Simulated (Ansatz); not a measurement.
**CH2Br+ (SMILES [CH2+]Br): one structure at several levels**

The task here is to estimate one member of a computed series from the others.

The runs use Ansatz 0.2.0, Gaussian basis; single points in def2-TZVPP.

Correlated methods freeze the cores. Filled d shells of the heavier atoms are correlated.

### The starting structure

SMILES `[CH2+]Br`, 4 atoms, charge 1, spin multiplicity 1.

Atoms are counted from 1 here; the program's logs count them from 0.

Bond lengths: C1–Br2 1.694 Å, C1–H3 1.059 Å, C1–H4 1.086 Å. Angles: Br2–C1–H3 119.3°, Br2–C1–H4 123.2°, H3–C1–H4 117.2°.

As a file:

```
C    -0.11640   -0.05330   -0.09010
Br    1.34340    0.29670    0.69450
H    -0.51510   -1.03270   -0.03100
H    -0.71870    0.69920   -0.58970
```

Set-up of the first run:

The input, run/in.yaml:

```yaml
crystal:
  periodic: [false, false, false]
  atoms:
    - {symbol: C, position_ang: [-0.116400, -0.053300, -0.090100]}
    - {symbol: Br, position_ang: [1.343400, 0.296700, 0.694500]}
    - {symbol: H, position_ang: [-0.515100, -1.032700, -0.031000]}
    - {symbol: H, position_ang: [-0.718700, 0.699200, -0.589700]}
basis:
  gaussian: {orbitals: def2-TZVPP}
total_charge: 1
correlation: {method: ccsd_t}
output: {forces: true}
```

The command line of these runs was not kept.

Among the steps run: CCSD(T)/def2-TZVPP; PBE0-D4/def2-TZVPP; wB97M-V/def2-TZVPP; r2SCAN-D4/def2-TZVPP; PBE-D4/def2-TZVPP; LC-wPBE/def2-TZVPP; SPW92/def2-TZVPP.

One of the session's tables, all rows but one given; the rest of the session is left out.

```
   method  RMS force component (eV/Å)  angle to CCSD(T) forces (°)
  CCSD(T)                       0.868                    reference
  PBE0-D4                           ?                            ?
  wB97M-V                       0.727                          5.4
r2SCAN-D4                       0.811                          4.4
   PBE-D4                       0.912                          9.8
  LC-wPBE                       0.568                         20.7
    SPW92                       0.717                         26.1
```

Estimate the missing values for PBE0-D4.

The run gave: RMS force component (eV/Å): 0.734; angle to CCSD(T) forces (°): 8.3. In the column «RMS force component (eV/Å)» it lies between wB97M-V (0.727) and r2SCAN-D4 (0.811).
